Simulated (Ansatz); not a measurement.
# C₃H₃F₂InO₂: how energies converge with the basis set

How large a basis does C₃H₃F₂InO₂ need? Two functionals are run in growing sets.

The runs use Ansatz 0.2.0, Gaussian basis; one geometry, several basis sets.

Plan: PBE0-D4/def2-SVP; ωB97M-V/def2-SVP; PBE0-D4/def2-QZVPP; ωB97M-V/def2-QZVPP; the functionals' def2-TZVPP values are taken from earlier runs.

### 1 The relaxed structure

All runs share one geometry, relaxed beforehand with PBE0-D4 in a triple-zeta def2 set. In takes the def2 core potential; no spin-orbit term is included.

SMILES `[F][In-]1([F])[O]C=CC=[O+]1`, 11 atoms, charge 0, spin multiplicity 1.

Atoms are counted from 1 here; the program's logs count them from 0.

Bond lengths: F1–In2 1.932 Å, In2–F3 1.932 Å, In2–O4 2.098 Å, In2–O8 2.098 Å, O4–C5 1.266 Å, C5–C6 1.391 Å, C5–H9 1.096 Å, C6–C7 1.391 Å, C6–H10 1.082 Å, C7–O8 1.266 Å, C7–H11 1.096 Å. Angles: F1–In2–F3 121.2°, F1–In2–O4 110.2°, F1–In2–O8 110.2°, F3–In2–O4 110.3°, F3–In2–O8 110.3°, O4–In2–O8 90.3°, In2–O4–C5 123.5°, O4–C5–C6 128.4°, O4–C5–H9 114.7°, C6–C5–H9 116.9°, C5–C6–C7 125.9°, C5–C6–H10 117.0°, C7–C6–H10 117.0°, C6–C7–O8 128.4°, C6–C7–H11 116.9°, O8–C7–H11 114.7°, In2–O8–C7 123.5°.

Coordinates:

```xyz
11
charge 0, multiplicity 1
F    -0.94656   -2.14462    2.34867
In    0.46157   -1.20286    1.41988
F     2.31696   -1.44997    1.89796
O     0.00813    0.84234    1.29877
C    -0.27194    1.43276    0.21460
C    -0.33814    0.89837   -1.06790
C    -0.10068   -0.42821   -1.41227
O     0.21386   -1.39273   -0.65515
H    -0.48714    2.50253    0.31868
H    -0.59732    1.57587   -1.87018
H    -0.19334   -0.69038   -2.47256
```

### 2 PBE0-D4 in def2-SVP

Input file in.yaml:

```yaml
crystal:
  periodic: [false, false, false]
  atoms:
    - {symbol: F, position_ang: [-0.946562, -2.144617, 2.348669]}
    - {symbol: In, position_ang: [0.461569, -1.202864, 1.419884]}
    - {symbol: F, position_ang: [2.316956, -1.449972, 1.897962]}
    - {symbol: O, position_ang: [0.008133, 0.842343, 1.298773]}
    - {symbol: C, position_ang: [-0.271943, 1.432763, 0.214603]}
    - {symbol: C, position_ang: [-0.338138, 0.898367, -1.067904]}
    - {symbol: C, position_ang: [-0.100680, -0.428212, -1.412271]}
    - {symbol: O, position_ang: [0.213864, -1.392728, -0.655151]}
    - {symbol: H, position_ang: [-0.487137, 2.502529, 0.318677]}
    - {symbol: H, position_ang: [-0.597320, 1.575869, -1.870179]}
    - {symbol: H, position_ang: [-0.193343, -0.690377, -2.472565]}
basis:
  gaussian: {orbitals: def2-SVP}
hamiltonian: {xc: pbe0, dispersion: d4}
output: {orbitals: {seedname: orbitals}}
```

Launch:

```
ansatz run in.yaml --threads 8 --pin off --events-out ev --progress --plain --max-ram 18278MiB
```

The runs that follow: ωB97M-V in def2-SVP; PBE0-D4 in def2-QZVPP; ωB97M-V in def2-QZVPP.

Q: Predict the results of all the runs planned. Wanted: PBE0-D4: double and triple zeta above quadruple; ωB97M-V: double and triple zeta above quadruple.

**Answer**, as computed:

| quantity | value |
| --- | --- |
| PBE0-D4: double and triple zeta above quadruple | 16.27, 0.77 eV |
| ωB97M-V: double and triple zeta above quadruple | 16.59, 0.71 eV |

PBE0-D4 gains 15.50 eV from double to triple zeta, then 0.77 eV more. Total energies overstate the basis error of differences, where much of it tends to cancel.
